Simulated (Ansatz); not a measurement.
# ClH2NSi: the cost of one run

Program: Ansatz 0.2.0, Gaussian basis. Level of theory: PBE0-D4/def2-TZVP structures, single points in def2-TZVPP, no counterpoise correction. These are calculated values, not measurements.

Levels: SPW92, PBE-D4, BLYP-D4, r2SCAN-D4, B97M-V, PBE0-D4, B3LYP-D4, r2SCAN0-D4, BHLYP-D4, CAM-B3LYP-D4, wB97X-V, wB97M-V, B2PLYP, PBE-QIDH, RPA on PBE, Hartree-Fock, MP2, CCSD, CCSD(T).

Cores are frozen in the correlated methods. Filled d shells of the heavier atoms are correlated. B3LYP uses VWN-RPA correlation. B2PLYP carries no dispersion term here.

56 further runs of the same task are left out: 56 set aside as unsound or not needed.

### Step 1. The system as given

The complex: 7 atoms, charge 0, spin multiplicity 1.

Atoms are counted from 1 here; the program's logs count them from 0.

Bond lengths: Si1–N3 1.600 Å, Si1–H5 1.472 Å, Si1–Cl6 1.982 Å, Br2–H4 1.702 Å, N3–H4 1.260 Å, N3–H7 1.010 Å. Angles: N3–Si1–H5 127.0°, N3–Si1–Cl6 120.0°, H5–Si1–Cl6 112.9°, Si1–N3–H4 120.6°, Si1–N3–H7 124.2°, H4–N3–H7 115.1°, Br2–H4–N3 176.3°.

As a file:

```xyz
7
BrClH3NSi
Si   -0.92182   -0.52665    0.38707
Br    2.34162    0.49987   -1.64871
N     0.17146    0.64101    0.35980
H     1.11264    0.62042   -0.47804
H    -2.07431   -0.64150    1.29577
Cl   -0.80133   -2.02757   -0.90110
H     0.17164    1.43432    0.98530
```

Its parts: ClH₂NSi holds atoms 1, 3, 5, 6, 7; HBr holds atoms 2, 4. Each part counts its atoms afresh in its own runs.

### Step 2. Relaxing ClH₂NSi alone

Input file relax-a/in.yaml:

```yaml
crystal:
  periodic: [false, false, false]
  atoms:
    - {symbol: Si, position_ang: [-0.921822, -0.526655, 0.387072]}
    - {symbol: N, position_ang: [0.171457, 0.641014, 0.359802]}
    - {symbol: H, position_ang: [-2.074310, -0.641503, 1.295772]}
    - {symbol: Cl, position_ang: [-0.801327, -2.027565, -0.901097]}
    - {symbol: H, position_ang: [0.171642, 1.434315, 0.985298]}
basis:
  gaussian: {orbitals: def2-TZVP}
hamiltonian: {xc: pbe0, dispersion: d4}
relax: {f_tol: 0.005, max_steps: 200}
```

On the command line:

```bash
$ ansatz run in.yaml --threads 4 --pin off --events-out ev --progress --plain --max-ram 9574MiB
```

**Question.** How long does this run take on 4 threads of Arm Neoverse V2, shared host?

About 6 s.
